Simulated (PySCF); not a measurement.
# [RuSe2]+: quartet, from a linear start

Where does quartet [RuSe2]+ go from a linear start, is the end point a minimum, and what are its modes, charges and moments?

Computed with PySCF 2.14.0. Level: PBE0, basis Ru def2-SVP with ECP28, Se def2-SVP, scalar-relativistic core potentials, no spin–orbit coupling, density fitting.

### Step 1. The starting structure

3 atoms, charge 1, spin multiplicity 4.

Bond lengths: Ru1–Se2 2.166 Å, Ru1–Se3 2.166 Å. Angles: Se2–Ru1–Se3 180.0°.

```xyz
3
charge 1 multiplicity 4
Ru    0.0000    0.0000    0.0000
Se    0.0000    0.0000    2.1658
Se    0.0000    0.0000   -2.1658
```

### Step 2. Finding the electronic state

One driver script runs all steps and calls PySCF; scf.py shows how it sets up the SCF of each step. The optimiser is the driver's own. After this first run the driver tries any further starts and a stability analysis.

The input, scf.py:

```python
from pyscf import gto, scf, dft
mol = gto.M(atom='''
Ru     0.000000     0.000000     0.000000
Se     0.000000     0.000000     2.165800
Se     0.000000     0.000000    -2.165800''',
    basis={'Ru': 'def2-SVP', 'Se': 'def2-SVP'},
    ecp={'Ru': 'def2-SVP'},
    charge=1, spin=3)
mf = dft.UKS(mol, xc='PBE0')
mf.grids.atom_grid = (50, 194)
aux = {'Ru': 'def2-universal-JKFIT', 'Se': 'def2-universal-JKFIT'}
mf = mf.density_fit(auxbasis=aux)
mf.conv_tol = 1e-08
mf.diis_space = 10
mf.max_cycle = 60
mf.init_guess = 'minao'
mf.verbose = 4
mf.kernel()
```

Started as:

```bash
$ OMP_NUM_THREADS=2 python axn.py task.json out
```

The program printed:

```text
init E= -4885.94791250332
[... the frontier-level lines of each cycle are left out ...]
cycle= 1 E= -4895.19145978978  delta_E= -9.24  |g|= 1.43  |ddm|= 2.57
cycle= 2 E= -4885.41800092075  delta_E= 9.77  |g|= 3.23  |ddm|= 6.51
cycle= 3 E= -4896.21985739959  delta_E= -10.8  |g|= 0.546  |ddm|= 6.25
cycle= 4 E= -4896.3828606354  delta_E= -0.163  |g|= 0.167  |ddm|= 0.502
cycle= 5 E= -4896.38917681175  delta_E= -0.00632  |g|= 0.109  |ddm|= 0.149
cycle= 6 E= -4896.39554500401  delta_E= -0.00637  |g|= 0.0318  |ddm|= 0.0858
cycle= 7 E= -4896.39604029399  delta_E= -0.000495  |g|= 0.0131  |ddm|= 0.0304
cycle= 8 E= -4896.39613881132  delta_E= -9.85e-05  |g|= 0.0019  |ddm|= 0.0155
cycle= 9 E= -4896.3961516317  delta_E= -1.28e-05  |g|= 0.000851  |ddm|= 0.0107
cycle= 10 E= -4896.39616344659  delta_E= -1.18e-05  |g|= 0.000672  |ddm|= 0.0138
cycle= 11 E= -4896.39617601488  delta_E= -1.26e-05  |g|= 0.000676  |ddm|= 0.0203
cycle= 12 E= -4896.39618502542  delta_E= -9.01e-06  |g|= 0.000318  |ddm|= 0.0214
cycle= 13 E= -4896.3961894472  delta_E= -4.42e-06  |g|= 0.000152  |ddm|= 0.0219
cycle= 14 E= -4896.3961898727  delta_E= -4.25e-07  |g|= 7.68e-05  |ddm|= 0.00814
cycle= 15 E= -4896.39619028438  delta_E= -4.12e-07  |g|= 0.000173  |ddm|= 0.00279
cycle= 16 E= -4896.39618995799  delta_E= 3.26e-07  |g|= 0.000115  |ddm|= 0.00175
cycle= 17 E= -4896.39618987098  delta_E= 8.7e-08  |g|= 2.04e-05  |ddm|= 0.0016
cycle= 18 E= -4896.39618994074  delta_E= -6.98e-08  |g|= 7.16e-05  |ddm|= 0.00113
cycle= 19 E= -4896.39618986873  delta_E= 7.2e-08  |g|= 5.35e-06  |ddm|= 0.00132
cycle= 20 E= -4896.39618986867  delta_E= 6.28e-11  |g|= 1.45e-06  |ddm|= 7.75e-05
Extra cycle  E= -4896.39618986866  delta_E= 2.73e-12  |g|= 8.4e-07  |ddm|= 7.21e-06
converged SCF energy = -4896.39618986866  <S^2> = 3.8885999  2S+1 = 4.0687098
```

This step, with its further starts and checks, ran for 70 s (2 threads of Intel Xeon at 2.50GHz (Skylake/Cascade Lake), shared host).

The starts that the driver tried:

| start | energy (Eh) |
| --- | --- |
| the minimal-basis guess | -4896.396190 |
| a thermally smeared density | -4896.471889 |
| a smeared PBE density | -4896.471889 |

The first run landed in a state that is too high. Following the other starts and the instabilities gains 214.1 kJ/mol (-4896.47773 Eh), and the work goes on from there.

### Step 3. Relaxing the quartet from the linear start

The program finds D∞h symmetry in the start, which this walk keeps. Threshold on the gradient: 0.0003 Eh/bohr, with a further test on the energy change.

scf.py: that of step 2 with these lines changed.

```diff
@@ -16 +15,0 @@
-mf.init_guess = 'minao'
```

The optimiser's trace:

| step | energy (Eh) | change (kJ/mol) | largest symmetric gradient (Eh/bohr) |
| --- | --- | --- | --- |
| 0 | -4896.477730 | 0.00 | 0.06557 |
| 1 | -4896.494880 | -45.03 | 0.02029 |
| 2 | -4896.497248 | -51.24 | 0.00628 |
| 3 | -4896.497530 | -51.98 | 0.00101 |
| 4 | -4896.497535 | -52.00 | 0.00006 |

The walk took 55 s.

After 4 steps and 52.0 kJ/mol it ends at D∞h: Ru–Se 2.351 Å (×2); Se–Ru–Se 180.0°. A gradient of 0.0244 Eh/bohr that breaks the symmetry is left: this electronic state wants a lower symmetry.

### Step 4. Releasing the symmetry

The geometry is nudged along the force that breaks the symmetry.

The program finds C∞v symmetry in the start, which may break. Threshold on the gradient: 0.0003 Eh/bohr, with a further test on the energy change.

scf.py: that of step 3 with these lines changed.

```diff
@@ -3,3 +3,3 @@
-Ru     0.000000     0.000000     0.000000
-Se     0.000000     0.000000     2.165800
-Se     0.000000     0.000000    -2.165800''',
+Ru    -0.000000    -0.000000    -0.060277
+Se     0.000000     0.000000     2.389219
+Se    -0.000000    -0.000000    -2.312358''',
```

Energy and gradient, step by step:

| step | energy (Eh) | change (kJ/mol) | largest gradient (Eh/bohr) |
| --- | --- | --- | --- |
| 0 | -4896.498473 | 0.00 | 0.01573 |
| 1 | -4896.498949 | -1.25 | 0.00584 |
| 2 | -4896.499021 | -1.44 | 0.00102 |
| 3 | -4896.499025 | -1.45 | 0.00037 |
| 4 | -4896.499026 | -1.45 | 0.00013 |

The walk took 52 s.

Geometry (Å) and forces (eV/Å) at some steps:

```
step 0
Ru   0.000   0.000  -0.060   0.000   0.000   0.809
Se   0.000   0.000   2.389   0.000   0.000  -0.156
Se   0.000   0.000  -2.312   0.000   0.000  -0.653
step 1
Ru   0.000   0.000  -0.048   0.000   0.000   0.300
Se   0.000   0.000   2.392   0.000   0.000  -0.108
Se   0.000   0.000  -2.328   0.000   0.000  -0.192
step 2
Ru   0.000   0.000  -0.040   0.000   0.000   0.052
Se   0.000   0.000   2.390   0.000   0.000  -0.047
Se   0.000   0.000  -2.333   0.000   0.000  -0.005
step 3
Ru   0.000   0.000  -0.038   0.000   0.000   0.005
Se   0.000   0.000   2.388   0.000   0.000  -0.019
Se   0.000   0.000  -2.333   0.000   0.000   0.014
step 4
Ru   0.000   0.000  -0.038   0.000   0.000  -0.004
Se   0.000   0.000   2.386   0.000   0.000  -0.002
Se   0.000   0.000  -2.332   0.000   0.000   0.007
```

It settles in C∞v symmetry, 1.5 kJ/mol below the start, after 4 steps: Ru–Se 2.295 Å, Ru–Se 2.424 Å; Se–Ru–Se 180.0°.

### Step 5. Hessian and properties

The point is checked on the finer grid, and tightened if its gradient asks for it. The Hessian and the dipole derivatives come from central differences of analytic gradients, with steps of 0.02 bohr.

scf.py: that of step 4 with these lines changed.

```diff
@@ -3,3 +3,3 @@
-Ru    -0.000000    -0.000000    -0.060277
-Se     0.000000     0.000000     2.389219
-Se    -0.000000    -0.000000    -2.312358''',
+Ru    -0.000000    -0.000000    -0.039513
+Se     0.000000     0.000000     2.383664
+Se    -0.000000    -0.000000    -2.333282''',
@@ -10 +10 @@
-mf.grids.atom_grid = (50, 194)
+mf.grids.atom_grid = (75, 302)
@@ -13 +13 @@
-mf.conv_tol = 1e-08
+mf.conv_tol = 1e-10
```

The driver hands on the density of the step before, so the log starts near convergence.

SCF at the final geometry:

```text
init E= -4896.49904755259
[... the frontier-level lines of each cycle are left out ...]
cycle= 1 E= -4896.49904755258  delta_E= 9.09e-12  |g|= 3.59e-06  |ddm|= 5.52e-06
Extra cycle  E= -4896.49904755251  delta_E= 7.46e-11  |g|= 1.19e-05  |ddm|= 1.72e-05
converged SCF energy = -4896.49904755251  <S^2> = 5.2967121  2S+1 = 4.7102917
```

The whole step took 2.4 min.

Geometry: C∞v; Ru–Se 2.294 Å, Ru–Se 2.423 Å; Se–Ru–Se 180.0°.

Harmonic modes (main isotopes):

```tsv
symmetry	ω (cm⁻¹)	IR (km/mol)	type
π	43	3.2	bend
σ+	186	4.0	stretch
σ+	308	0.4	stretch
```

No imaginary mode, so this is a minimum.

Properties at this point:

```
Dipole moment about the centre of mass                          : 1.04 D
Highest occupied level                                          : -13.04 eV
Lowest empty level                                              : -9.81 eV
Rotational constants                                            : 0.01896 cm⁻¹
Zero-point energy                                               : 3.5 kJ/mol
Principal polarisabilities                                      : 43.3, 43.3, 169.2 bohr³
Principal traceless quadrupole moments about the centre of mass : -6.64, -6.64, 13.27 D Å
Entropy at 298.15 K and 1 bar (electronic part: spin only)      : 333.6 J/(mol K)
Heat capacity Cp at 298.15 K                                    : 60.4 J/(mol K)
Enthalpy at 298.15 K above 0 K                                  : 15.75 kJ/mol
Rotational symmetry number                                      : 1
Spin squared ⟨S²⟩                                               : 5.297
```

Charges (e) and bond orders:

```csv
atom,Mulliken,Löwdin,polar tensor,spin (Mulliken),Mayer order to Ru1
Ru1,0.35,-0.08,0.50,3.30,–
Se2,0.35,0.56,0.40,-1.75,1.08
Se3,0.29,0.52,0.10,1.44,1.67
```

Outer orbital energies (eV). α occupied: -16.28, -16.28, -15.93, -15.93, -13.53, -13.20, -13.04, -13.04; empty: -9.81, -9.81, -4.84, -4.84. β occupied: -25.57, -23.32, -15.55, -14.97, -14.97, -13.24, -13.24, -13.18; empty: -9.68, -9.68, -9.17, -9.17.

Mulliken populations on Ru1 (outside its core potential): s 2.70, p 6.37, d 6.58, f 0.00.

### Step 6. Results

| quantity | value |
| --- | --- |
| minimum | broken-symmetry (Ms = 3/2), C∞v |
| geometry | Ru–Se 2.294 Å, Ru–Se 2.423 Å; Se–Ru–Se 180.0° |
| wavenumbers (cm⁻¹) | 43 (π), 186 (σ+), 308 (σ+) |
| dipole moment (centre of mass) | 1.04 D |
| highest occupied, lowest empty level (either spin) | -13.04, -9.81 eV |
| polar-tensor charge of Ru1 | +0.50 e |
| zero-point energy | 3.5 kJ/mol |
| entropy at 298.15 K | 333.6 J/(mol K) |
| ⟨S²⟩ | 5.297 |

**Reading.** The linear start (D∞h) ends in a minimum of C∞v symmetry. The determinant is spin-contaminated (⟨S²⟩ = 5.30 against 3.75), so it is no pure spin state. The strongest infrared band lies at 186 cm⁻¹ (σ+, stretch). The first SCF alone would have been 214 kJ/mol too high. Other starts or spin states, not run here, may lie lower. One determinant may miss the lowest occupation of an open d or f shell.

The search up to here ran for 5.3 min (2 threads of Intel Xeon at 2.50GHz (Skylake/Cascade Lake), shared host).
